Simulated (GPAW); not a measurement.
# InSe2 (P4/nmm) in GPAW: a series of runs

The runs below take InSe2 through relaxation of cell and atoms, with PBEsol+D3(BJ), PBEsol+D3(BJ)+ATM, PBEsol+D4.

Program: GPAW 26.7.0. These are calculated values, not measurements. Logs are shortened: lines on timing, memory, paths and dates and some standing lists are left out, and cuts for length are marked. The log counts tension as positive stress, the text compression.

## Step 1: Starting point

Symmetry: P4/nmm, No. 129, tetragonal system. Conventional cell: a = 3.895 Å, b = 3.895 Å, c = 9.626 Å, α = 90.00°, β = 90.00°, γ = 90.00°. In (site symmetry 4mm) has 4 Se at 2.84 Å as nearest neighbours. Se (site symmetry -4m2) has 4 Se at 2.75 Å as nearest neighbours. Se (site symmetry 4mm) is surrounded by 4 In at 2.84 Å.

The cell comes from a database or a generator and needn't be the stable form of this composition.

## Step 2: Relaxation of cell and atoms, PBEsol+D3(BJ)

run.py reads:

```python
from ase import Atoms
from ase.calculators.mixing import SumCalculator
from ase.filters import FrechetCellFilter
from ase.io import write
from ase.optimize import BFGS
from dftd3.ase import DFTD3
from gpaw import GPAW, PW, setup_paths

setup_paths.insert(0, '.')

atoms = Atoms(['In', 'In', 'Se', 'Se', 'Se', 'Se'],
              cell=[[3.894893, 0.0, 0.0],
                    [0.0, 3.894893, 0.0],
                    [0.0, 0.0, 9.626231]],
              scaled_positions=[[0.5, 0.0, 0.293532],
                                [0.0, 0.5, 0.706468],
                                [0.5, 0.5, 0.0],
                                [0.0, 0.0, 0.0],
                                [0.5, 0.0, 0.633788],
                                [0.0, 0.5, 0.366212]],
              pbc=True)

calc = GPAW(mode=PW(600),
            xc='PBEsol',
            kpts={'size': (5, 5, 2), 'gamma': True},
            occupations={'name': 'fermi-dirac', 'width': 0.05},
            nbands=42,
            convergence={'density': 1e-05, 'forces': 0.0001},
            maxiter=150,
            txt='gpaw.txt')
atoms.calc = SumCalculator([calc, DFTD3(method='pbesol', damping='d3bj')])
opt = BFGS(FrechetCellFilter(atoms), trajectory='relax.traj', logfile='-')
done = opt.run(fmax=0.02, steps=60)
calc.write('gs.gpw')
write('result.traj', atoms)
print('Converged:', done)
print('Cell:', atoms.cell.cellpar().round(4))
print('Volume:', round(atoms.get_volume(), 4))
print(atoms.get_scaled_positions().round(5))
```

Potentials or basis: PAW data sets generated in the run's folder for this functional, pw.

On the command line:

```bash
> gpaw-setup -f PBEsol In Se
> OMP_NUM_THREADS=1 python run.py
```

gpaw.txt:

```text
__  _  _
 | _ |_)|_||  |
 |__||  | ||/\| - 26.7.0

Input parameters:
  mode=PW(ecut=600.0),
  convergence={'density': 1e-05, 'forces': 0.0001},
  kpts=MonkhorstPack(size=(5, 5, 2), gamma=True),
  maxiter=150,
  nbands=42,
  occupations=Occupations(name='fermi-dirac', width=0.05),
  xc=XC(name='PBEsol')

Diagonalizing LCAO Hamiltonian
Converting LCAO to pw mode
   .---------.
  /|         |
 * |         |
 | |         |
 | |         |
 |In         |
 | |  Se     |
 | |         |
 | |         |
 |Se         |
 | |  In     |
 | |         |
 | .---------.
 |/    Se   /
 Se--------*

Atoms  # Å, Bohr magnetons
|   | symbol |        x |        y |        z |    initial magnetic moments |
|---|--------|----------|----------|----------|-----------------------------|
| 0 |     In | 1.947447 | 0.000000 | 2.825607 | ( 0.0000,  0.0000,  0.0000) |
| 1 |     In | 0.000000 | 1.947447 | 6.800624 | ( 0.0000,  0.0000,  0.0000) |
| 2 |     Se | 1.947447 | 1.947447 | 0.000000 | ( 0.0000,  0.0000,  0.0000) |
| 3 |     Se | 0.000000 | 0.000000 | 0.000000 | ( 0.0000,  0.0000,  0.0000) |
| 4 |     Se | 1.947447 | 0.000000 | 6.100990 | ( 0.0000,  0.0000,  0.0000) |
| 5 |     Se | 0.000000 | 1.947447 | 3.525241 | ( 0.0000,  0.0000,  0.0000) |

Unit cell  # Å
| periodic |        x |        y |        z |  lengths |    angles |
|----------|----------|----------|----------|----------|-----------|
|      yes | 3.894893 | 0.000000 | 0.000000 | 3.894893 | 90.000000 |
|      yes | 0.000000 | 3.894893 | 0.000000 | 3.894893 | 90.000000 |
|      yes | 0.000000 | 0.000000 | 9.626231 | 9.626231 | 90.000000 |

Number of symmetries: 8
Symmetry operations  # r_c * U_cc + t_c -> r_c
|   | kind |            matrix            |
|---|------|------------------------------|
| 0 |  E   |  1, 0, 0,  0, 1, 0,  0, 0, 1 |
| 1 |  σ   |  1, 0, 0,  0,-1, 0,  0, 0, 1 |
| 2 |  C2  |  0, 1, 0,  1, 0, 0,  0, 0,-1 |
| 3 |  S4  |  0, 1, 0, -1, 0, 0,  0, 0,-1 |
| 4 |  S4  |  0,-1, 0,  1, 0, 0,  0, 0,-1 |
| 5 |  C2  |  0,-1, 0, -1, 0, 0,  0, 0,-1 |
| 6 |  σ   | -1, 0, 0,  0, 1, 0,  0, 0, 1 |
| 7 |  C2  | -1, 0, 0,  0,-1, 0,  0, 0, 1 |
[... 188 lines left out ...]
|         30 |        10.782 |     0.000 |
|         31 |        11.076 |     0.000 |
|        ... |               |           |
|         41 |        16.025 |     0.000 |

No gap
No difference between direct/indirect transitions

Stress tensor  # eV/Ang^3
|         x |        y |         z |
|-----------|----------|-----------|
|  0.026368 | 0.000000 | -0.000000 |
|  0.000000 | 0.026368 |  0.000000 |
| -0.000000 | 0.000000 |  0.017567 |

Forces  # eV/Ang
|       x |       y |        z |
|---------|---------|----------|
| 0.00000 | 0.00000 |  0.07018 |  # In   0
| 0.00000 | 0.00000 | -0.07018 |  # In   1
| 0.00000 | 0.00000 |  0.00000 |  # Se   2
| 0.00000 | 0.00000 |  0.00000 |  # Se   3
| 0.00000 | 0.00000 | -0.08228 |  # Se   4
| 0.00000 | 0.00000 |  0.08228 |  # Se   5

Interpolating wave functions to new cell

         In

            Se

         Se

            In

              Se
       Se

Atoms  # Å, Bohr magnetons
|   | symbol |         x |        y |         z |    initial magnetic moments |
|---|--------|-----------|----------|-----------|-----------------------------|
| 0 |     In |  1.942872 | 0.000000 |  2.821396 | ( 0.0000,  0.0000,  0.0000) |
| 1 |     In | -0.000000 | 1.942872 |  6.787445 | ( 0.0000,  0.0000,  0.0000) |
| 2 |     Se |  1.942872 | 1.942872 | -0.000000 | ( 0.0000,  0.0000,  0.0000) |
| 3 |     Se |  0.000000 | 0.000000 | -0.000000 | ( 0.0000,  0.0000,  0.0000) |
| 4 |     Se |  1.942872 | 0.000000 |  6.088927 | ( 0.0000,  0.0000,  0.0000) |
| 5 |     Se |  0.000000 | 1.942872 |  3.519914 | ( 0.0000,  0.0000,  0.0000) |

Unit cell  # Å
| periodic |        x |         y |         z |  lengths |    angles |
|----------|----------|-----------|-----------|----------|-----------|
|      yes | 3.885744 |  0.000000 |  0.000000 | 3.885744 | 90.000000 |
|      yes | 0.000000 |  3.885744 | -0.000000 | 3.885744 | 90.000000 |
|      yes | 0.000000 | -0.000000 |  9.608841 | 9.608841 | 90.000000 |
[... 199 lines left out ...]
|         30 |        10.848 |     0.000 |
|         31 |        11.154 |     0.000 |
|        ... |               |           |
|         41 |        16.103 |     0.000 |

No gap
No difference between direct/indirect transitions

Stress tensor  # eV/Ang^3
|         x |        y |         z |
|-----------|----------|-----------|
|  0.023553 | 0.000000 | -0.000000 |
|  0.000000 | 0.023553 |  0.000000 |
| -0.000000 | 0.000000 |  0.016658 |

Forces  # eV/Ang
|        x |        y |        z |
|----------|----------|----------|
|  0.00000 | -0.00000 |  0.05632 |  # In   0
| -0.00000 |  0.00000 | -0.05632 |  # In   1
| -0.00000 |  0.00000 |  0.00000 |  # Se   2
|  0.00000 |  0.00000 |  0.00000 |  # Se   3
| -0.00000 |  0.00000 | -0.08738 |  # Se   4
|  0.00000 | -0.00000 |  0.08738 |  # Se   5
[... 1029 lines left out ...]
Atoms  # Å, Bohr magnetons
|   | symbol |        x |         y |         z |    initial magnetic moments |
|---|--------|----------|-----------|-----------|-----------------------------|
| 0 |     In | 1.893829 | -0.000000 |  2.661717 | ( 0.0000,  0.0000,  0.0000) |
| 1 |     In | 0.000000 |  1.893829 |  6.520617 | ( 0.0000,  0.0000,  0.0000) |
| 2 |     Se | 1.893829 |  1.893829 |  0.000000 | ( 0.0000,  0.0000,  0.0000) |
| 3 |     Se | 0.000000 | -0.000000 | -0.000000 | ( 0.0000,  0.0000,  0.0000) |
| 4 |     Se | 1.893829 | -0.000000 |  5.768865 | ( 0.0000,  0.0000,  0.0000) |
| 5 |     Se | 0.000000 |  1.893829 |  3.413470 | ( 0.0000,  0.0000,  0.0000) |

Unit cell  # Å
| periodic |        x |         y |        z |  lengths |    angles |
|----------|----------|-----------|----------|----------|-----------|
|      yes | 3.787658 | -0.000000 | 0.000000 | 3.787658 | 90.000000 |
|      yes | 0.000000 |  3.787658 | 0.000000 | 3.787658 | 90.000000 |
|      yes | 0.000000 | -0.000000 | 9.182334 | 9.182334 | 90.000000 |

Number of symmetries: 8
Symmetry operations  # r_c * U_cc + t_c -> r_c
|   | kind |            matrix            |
|---|------|------------------------------|
| 0 |  E   |  1, 0, 0,  0, 1, 0,  0, 0, 1 |
| 1 |  σ   |  1, 0, 0,  0,-1, 0,  0, 0, 1 |
| 2 |  C2  |  0, 1, 0,  1, 0, 0,  0, 0,-1 |
| 3 |  S4  |  0, 1, 0, -1, 0, 0,  0, 0,-1 |
| 4 |  S4  |  0,-1, 0,  1, 0, 0,  0, 0,-1 |
| 5 |  C2  |  0,-1, 0, -1, 0, 0,  0, 0,-1 |
| 6 |  σ   | -1, 0, 0,  0, 1, 0,  0, 0, 1 |
| 7 |  C2  | -1, 0, 0,  0,-1, 0,  0, 0, 1 |
[... 227 lines left out ...]
Atoms  # Å, Bohr magnetons
|   | symbol |        x |         y |         z |    initial magnetic moments |
|---|--------|----------|-----------|-----------|-----------------------------|
| 0 |     In | 1.890781 |  0.000000 |  2.646761 | ( 0.0000,  0.0000,  0.0000) |
| 1 |     In | 0.000000 |  1.890781 |  6.493973 | ( 0.0000,  0.0000,  0.0000) |
| 2 |     Se | 1.890781 |  1.890781 |  0.000000 | ( 0.0000,  0.0000,  0.0000) |
| 3 |     Se | 0.000000 | -0.000000 | -0.000000 | ( 0.0000,  0.0000,  0.0000) |
| 4 |     Se | 1.890781 |  0.000000 |  5.739603 | ( 0.0000,  0.0000,  0.0000) |
| 5 |     Se | 0.000000 |  1.890781 |  3.401131 | ( 0.0000,  0.0000,  0.0000) |

Unit cell  # Å
| periodic |        x |         y |        z |  lengths |    angles |
|----------|----------|-----------|----------|----------|-----------|
|      yes | 3.781561 | -0.000000 | 0.000000 | 3.781561 | 90.000000 |
|      yes | 0.000000 |  3.781561 | 0.000000 | 3.781561 | 90.000000 |
|      yes | 0.000000 |  0.000000 | 9.140734 | 9.140734 | 90.000000 |

Number of symmetries: 8
Symmetry operations  # r_c * U_cc + t_c -> r_c
|   | kind |            matrix            |
|---|------|------------------------------|
| 0 |  E   |  1, 0, 0,  0, 1, 0,  0, 0, 1 |
| 1 |  σ   |  1, 0, 0,  0,-1, 0,  0, 0, 1 |
| 2 |  C2  |  0, 1, 0,  1, 0, 0,  0, 0,-1 |
| 3 |  S4  |  0, 1, 0, -1, 0, 0,  0, 0,-1 |
| 4 |  S4  |  0,-1, 0,  1, 0, 0,  0, 0,-1 |
| 5 |  C2  |  0,-1, 0, -1, 0, 0,  0, 0,-1 |
| 6 |  σ   | -1, 0, 0,  0, 1, 0,  0, 0, 1 |
| 7 |  C2  | -1, 0, 0,  0,-1, 0,  0, 0, 1 |
[... 225 lines left out ...]
Atoms  # Å, Bohr magnetons
|   | symbol |         x |         y |         z |    initial magnetic moments |
|---|--------|-----------|-----------|-----------|-----------------------------|
| 0 |     In |  1.888519 |  0.000000 |  2.644637 | ( 0.0000,  0.0000,  0.0000) |
| 1 |     In | -0.000000 |  1.888519 |  6.481018 | ( 0.0000,  0.0000,  0.0000) |
| 2 |     Se |  1.888519 |  1.888519 |  0.000000 | ( 0.0000,  0.0000,  0.0000) |
| 3 |     Se |  0.000000 | -0.000000 | -0.000000 | ( 0.0000,  0.0000,  0.0000) |
| 4 |     Se |  1.888519 |  0.000000 |  5.732001 | ( 0.0000,  0.0000,  0.0000) |
| 5 |     Se |  0.000000 |  1.888519 |  3.393654 | ( 0.0000,  0.0000,  0.0000) |

Unit cell  # Å
| periodic |         x |        y |         z |  lengths |    angles |
|----------|-----------|----------|-----------|----------|-----------|
|      yes |  3.777038 | 0.000000 | -0.000000 | 3.777038 | 90.000000 |
|      yes | -0.000000 | 3.777038 |  0.000000 | 3.777038 | 90.000000 |
|      yes |  0.000000 | 0.000000 |  9.125654 | 9.125654 | 90.000000 |

Number of symmetries: 8
Symmetry operations  # r_c * U_cc + t_c -> r_c
|   | kind |            matrix            |
|---|------|------------------------------|
| 0 |  E   |  1, 0, 0,  0, 1, 0,  0, 0, 1 |
| 1 |  σ   |  1, 0, 0,  0,-1, 0,  0, 0, 1 |
| 2 |  C2  |  0, 1, 0,  1, 0, 0,  0, 0,-1 |
| 3 |  S4  |  0, 1, 0, -1, 0, 0,  0, 0,-1 |
| 4 |  S4  |  0,-1, 0,  1, 0, 0,  0, 0,-1 |
| 5 |  C2  |  0,-1, 0, -1, 0, 0,  0, 0,-1 |
| 6 |  σ   | -1, 0, 0,  0, 1, 0,  0, 0, 1 |
| 7 |  C2  | -1, 0, 0,  0,-1, 0,  0, 0, 1 |
[... 224 lines left out ...]
Atoms  # Å, Bohr magnetons
|   | symbol |         x |         y |         z |    initial magnetic moments |
|---|--------|-----------|-----------|-----------|-----------------------------|
| 0 |     In |  1.887369 | -0.000000 |  2.644148 | ( 0.0000,  0.0000,  0.0000) |
| 1 |     In | -0.000000 |  1.887369 |  6.467131 | ( 0.0000,  0.0000,  0.0000) |
| 2 |     Se |  1.887369 |  1.887369 |  0.000000 | ( 0.0000,  0.0000,  0.0000) |
| 3 |     Se |  0.000000 | -0.000000 | -0.000000 | ( 0.0000,  0.0000,  0.0000) |
| 4 |     Se |  1.887369 | -0.000000 |  5.726942 | ( 0.0000,  0.0000,  0.0000) |
| 5 |     Se |  0.000000 |  1.887369 |  3.384337 | ( 0.0000,  0.0000,  0.0000) |

Unit cell  # Å
| periodic |         x |         y |        z |  lengths |    angles |
|----------|-----------|-----------|----------|----------|-----------|
|      yes |  3.774738 | -0.000000 | 0.000000 | 3.774738 | 90.000000 |
|      yes | -0.000000 |  3.774738 | 0.000000 | 3.774738 | 90.000000 |
|      yes |  0.000000 | -0.000000 | 9.111279 | 9.111279 | 90.000000 |

Number of symmetries: 8
Symmetry operations  # r_c * U_cc + t_c -> r_c
|   | kind |            matrix            |
|---|------|------------------------------|
| 0 |  E   |  1, 0, 0,  0, 1, 0,  0, 0, 1 |
| 1 |  σ   |  1, 0, 0,  0,-1, 0,  0, 0, 1 |
| 2 |  C2  |  0, 1, 0,  1, 0, 0,  0, 0,-1 |
| 3 |  S4  |  0, 1, 0, -1, 0, 0,  0, 0,-1 |
| 4 |  S4  |  0,-1, 0,  1, 0, 0,  0, 0,-1 |
| 5 |  C2  |  0,-1, 0, -1, 0, 0,  0, 0,-1 |
| 6 |  σ   | -1, 0, 0,  0, 1, 0,  0, 0, 1 |
| 7 |  C2  | -1, 0, 0,  0,-1, 0,  0, 0, 1 |
[... 2480 lines left out ...]
Forces  # eV/Ang
|        x |        y |        z |
|----------|----------|----------|
|  0.00000 | -0.00000 |  0.00781 |  # In   0
| -0.00000 |  0.00000 | -0.00781 |  # In   1
| -0.00000 |  0.00000 |  0.00000 |  # Se   2
|  0.00000 | -0.00000 |  0.00000 |  # Se   3
| -0.00000 |  0.00000 | -0.00041 |  # Se   4
|  0.00000 | -0.00000 |  0.00041 |  # Se   5

# Writing to gs.gpw (mode='')
```

Run time: 5.4 min. Hardware: 1 thread of AMD EPYC 9R45 (Zen 5), shared host; peak memory 0.5 GiB.

What came out:

| Property | Result |
| --- | --- |
| Free energy | -25.3206 eV |
| Relaxed volume | 21.62 Å³/atom |
| Relaxed cell | a = 3.804 Å, b = 3.804 Å, c = 8.967 Å, α = 90.00°, β = 90.00°, γ = 90.00° |
| Space group after relaxing (to 0.05 Å) | P4/nmm (No. 129) |
| Energy gained by relaxing | 55.6 meV/atom |
| Ionic steps | 19 |
| Pressure after relaxing | 0.0 GPa |
| Largest force after relaxing | 0.007 eV/Å |
| Band gap on the k mesh | none (metal or under the smearing width) |
| Dispersion energy per atom | -0.377 eV |

Forces on the atoms (eV/Å):
```
In   0.000  0.000  0.001
In   0.000  0.000 -0.001
Se   0.000  0.000  0.000
Se   0.000  0.000  0.000
Se   0.000  0.000  0.007
Se   0.000  0.000 -0.007
```

Step by step:
```
step  energy change (eV)  largest force (eV/Å)  pressure (GPa)  volume (Å³)
   1              0.0000                0.0730           -6.00       146.03
   2             -0.0353                0.0780           -5.68       145.08
   3             -0.2719                0.1901            0.31       132.14
   4             -0.2770                0.1567           -0.23       132.93
   5             -0.2859                0.1041           -0.67       133.35
   6             -0.3042                0.0199           -1.04       133.05
   7             -0.3155                0.1087           -0.74       131.73
   8             -0.3189                0.1256           -0.26       130.71
   9             -0.3203                0.1099            0.06       130.19
  10             -0.3217                0.0824            0.28       129.82
  11             -0.3246                0.0527            0.50       129.38
  12             -0.3278                0.0480            0.48       129.22
  13             -0.3296                0.0792            0.24       129.44
  14             -0.3303                0.0786            0.04       129.68
  15             -0.3309                0.0712           -0.11       129.87
  16             -0.3318                0.0679           -0.24       130.04
  17             -0.3328                0.0479           -0.30       130.09
  18             -0.3334                0.0182           -0.19       129.92
  19             -0.3335                0.0074           -0.05       129.73
```

Final structure:
```cif
data_structure
_symmetry_space_group_name_H-M 'P 1'
_symmetry_Int_Tables_number 1
_cell_length_a 3.8037
_cell_length_b 3.8037
_cell_length_c 8.9668
_cell_angle_alpha 90.000
_cell_angle_beta 90.000
_cell_angle_gamma 90.000
_cell_volume 129.73
loop_
_atom_site_label
_atom_site_type_symbol
_atom_site_fract_x
_atom_site_fract_y
_atom_site_fract_z
_atom_site_occupancy
In1 In 0.50000 0.00000 0.29654 1
In2 In 0.00000 0.50000 0.70346 1
Se1 Se 0.50000 0.50000 0.00000 1
Se2 Se 0.00000 0.00000 0.00000 1
Se3 Se 0.50000 0.00000 0.63010 1
Se4 Se 0.00000 0.50000 0.36990 1
```

Levels at points of the mesh, in eV from the Fermi level:
| k point | band 23 | band 24 | band 25 | band 26 | band 27 | band 28 |
| --- | --- | --- | --- | --- | --- | --- |
| (0.00, 0.00, 0.00) | -1.93 | -1.93 | -0.05 | 0.69 | 2.83 | 2.83 |
| (0.00, 0.00, 0.50) | -1.82 | -0.71 | -0.06 | 0.91 | 1.85 | 2.83 |

Caveat: later steps reuse the first step's grids; pairwise dispersion overbinds metals, which lowers pressure and volume.

## Step 3: Relaxation of cell and atoms, PBEsol+D3(BJ)+ATM

Changes to run.py since step 2:

```diff
@@ -30,3 +30,3 @@
             txt='gpaw.txt')
-atoms.calc = SumCalculator([calc, DFTD3(method='pbesol', damping='d3bj')])
+atoms.calc = SumCalculator([calc, DFTD3(damping='d3bj', params_tweaks=dict(method='pbesol', atm=True))])
 opt = BFGS(FrechetCellFilter(atoms), trajectory='relax.traj', logfile='-')
```

Potentials or basis: PAW data sets generated in the run's folder for this functional, pw.

On the command line:

```bash
> gpaw-setup -f PBEsol In Se
> OMP_NUM_THREADS=1 python run.py
```

Wall time 5.3 min (1 thread of AMD EPYC 9R45 (Zen 5), shared host); peak memory 0.39 GiB.

It converged, with:

```
Free energy                            : -25.1676 eV
Relaxed volume                         : 21.74 Å³/atom
Relaxed cell                           : a = 3.808 Å, b = 3.808 Å, c = 8.998 Å, α = 90.00°, β = 90.00°, γ = 90.00°
Space group after relaxing (to 0.05 Å) : P4/nmm (No. 129)
Energy gained by relaxing              : 50.3 meV/atom
Ionic steps                            : 19
Pressure after relaxing                : 0.0 GPa
Largest force after relaxing           : 0.005 eV/Å
Band gap on the k mesh                 : none (metal or under the smearing width)
Dispersion energy per atom             : -0.349 eV
```

Forces on the atoms (eV/Å):
```
In   0.000  0.000  0.000
In   0.000  0.000  0.000
Se   0.000  0.000  0.000
Se   0.000  0.000  0.000
Se   0.000  0.000  0.005
Se   0.000  0.000 -0.005
```

The path:
```
step  energy change (eV)  largest force (eV/Å)  pressure (GPa)  volume (Å³)
   1              0.0000                0.0735           -5.73       146.03
   2             -0.0322                0.0782           -5.42       145.13
   3             -0.2446                0.1917            0.63       132.23
   4             -0.2515                0.1451           -0.26       133.61
   5             -0.2560                0.1196           -0.45       133.78
   6             -0.2786                0.0342           -0.87       133.32
   7             -0.2866                0.1073           -0.54       132.11
   8             -0.2887                0.1175           -0.16       131.30
   9             -0.2899                0.1037            0.09       130.85
  10             -0.2917                0.0710            0.33       130.40
  11             -0.2945                0.0525            0.51       130.00
  12             -0.2972                0.0527            0.41       129.96
  13             -0.2984                0.0734            0.16       130.25
  14             -0.2989                0.0705            0.00       130.47
  15             -0.2995                0.0671           -0.15       130.68
  16             -0.3003                0.0600           -0.28       130.85
  17             -0.3013                0.0370           -0.30       130.85
  18             -0.3017                0.0108           -0.16       130.63
  19             -0.3018                0.0046           -0.03       130.45
```

Final structure:
```xyz
6
Lattice="3.8075 0.0000 0.0000 0.0000 3.8075 0.0000 0.0000 0.0000 8.9983" Properties=species:S:1:pos:R:3 pbc="T T T"
In    1.9038    0.0000    2.6690
In    0.0000    1.9038    6.3292
Se    1.9038    1.9038    0.0000
Se    0.0000    0.0000    0.0000
Se    1.9038    0.0000    5.6697
Se    0.0000    1.9038    3.3285
```

Levels at points of the mesh, in eV from the Fermi level:
| k point | band 23 | band 24 | band 25 | band 26 | band 27 | band 28 |
| --- | --- | --- | --- | --- | --- | --- |
| (0.00, 0.00, 0.00) | -1.93 | -1.93 | -0.04 | 0.69 | 2.83 | 2.83 |
| (0.00, 0.00, 0.50) | -1.82 | -0.74 | -0.05 | 0.89 | 1.83 | 2.83 |

Caveat: later steps reuse the first step's grids; pairwise dispersion overbinds metals, which lowers pressure and volume.

[end of part 1 of 2]
